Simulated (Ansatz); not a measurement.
**CHBClF₂N: how energies converge with the basis set**

One table from this session's results is given with a row withheld; the runs are named, their logs left out.

The runs use Ansatz 0.2.0, Gaussian basis; one geometry, several basis sets.

The runs, in order: PBE0-D4/def2-SVP; ωB97M-V/def2-SVP; PBE0-D4/def2-QZVPP; ωB97M-V/def2-QZVPP; the functionals' def2-TZVPP values are taken from earlier runs.

## The geometry

An earlier PBE0-D4 in a triple-zeta def2 set relaxation fixed the geometry.

SMILES `N=C(F)B(F)Cl`, 7 atoms, charge 0, spin multiplicity 1.

Atoms are counted from 1 here; the program's logs count them from 0.

Bond lengths: N1–C2 1.249 Å, N1–H7 1.021 Å, C2–F3 1.349 Å, C2–B4 1.583 Å, B4–F5 1.306 Å, B4–Cl6 1.736 Å. Angles: C2–N1–H7 112.3°, N1–C2–F3 122.6°, N1–C2–B4 122.3°, F3–C2–B4 115.1°, C2–B4–F5 118.7°, C2–B4–Cl6 121.4°, F5–B4–Cl6 119.9°.

The first run:

File in.yaml:

```yaml
crystal:
  periodic: [false, false, false]
  atoms:
    - {symbol: N, position_ang: [0.889016, -1.240689, 0.174868]}
    - {symbol: C, position_ang: [-0.085078, -0.459491, 0.145105]}
    - {symbol: F, position_ang: [-1.328382, -0.833554, 0.511334]}
    - {symbol: B, position_ang: [0.051034, 1.045163, -0.326206]}
    - {symbol: F, position_ang: [1.223692, 1.482543, -0.698738]}
    - {symbol: Cl, position_ang: [-1.318710, 2.110586, -0.355111]}
    - {symbol: H, position_ang: [0.629527, -2.172459, 0.503047]}
basis:
  gaussian: {orbitals: def2-SVP}
hamiltonian: {xc: pbe0, dispersion: d4}
output: {orbitals: {seedname: orbitals}}
```

Launch:

```sh
> ansatz run in.yaml --threads 4 --pin off --events-out ev --progress --plain --max-ram 10444MiB
```

Among the steps run: PBE0-D4 in def2-SVP; ωB97M-V in def2-SVP; PBE0-D4 in def2-QZVPP; ωB97M-V in def2-QZVPP.

One table of the session follows, with a row left open; its other results are not shown here.

It belongs to the step «Functionals by basis». 

| functional | basis | HOMO (eV) | LUMO (eV) |
| --- | --- | --- | --- |
| PBE0-D4 | def2-SVP | -8.85 | -2.18 |
| PBE0-D4 | def2-TZVPP | -9.09 | -2.43 |
| PBE0-D4 | def2-QZVPP | -9.14 | -2.49 |
| ωB97M-V | def2-SVP | ? | ? |
| ωB97M-V | def2-TZVPP | -11.47 | -0.21 |
| ωB97M-V | def2-QZVPP | -11.52 | -0.28 |

**Question.** Estimate the row for ωB97M-V, def2-SVP.

As computed: HOMO (eV): -11.19; LUMO (eV): 0.09. In the column «HOMO (eV)» it lies between ωB97M-V, def2-TZVPP (-11.47) and PBE0-D4, def2-QZVPP (-9.14).
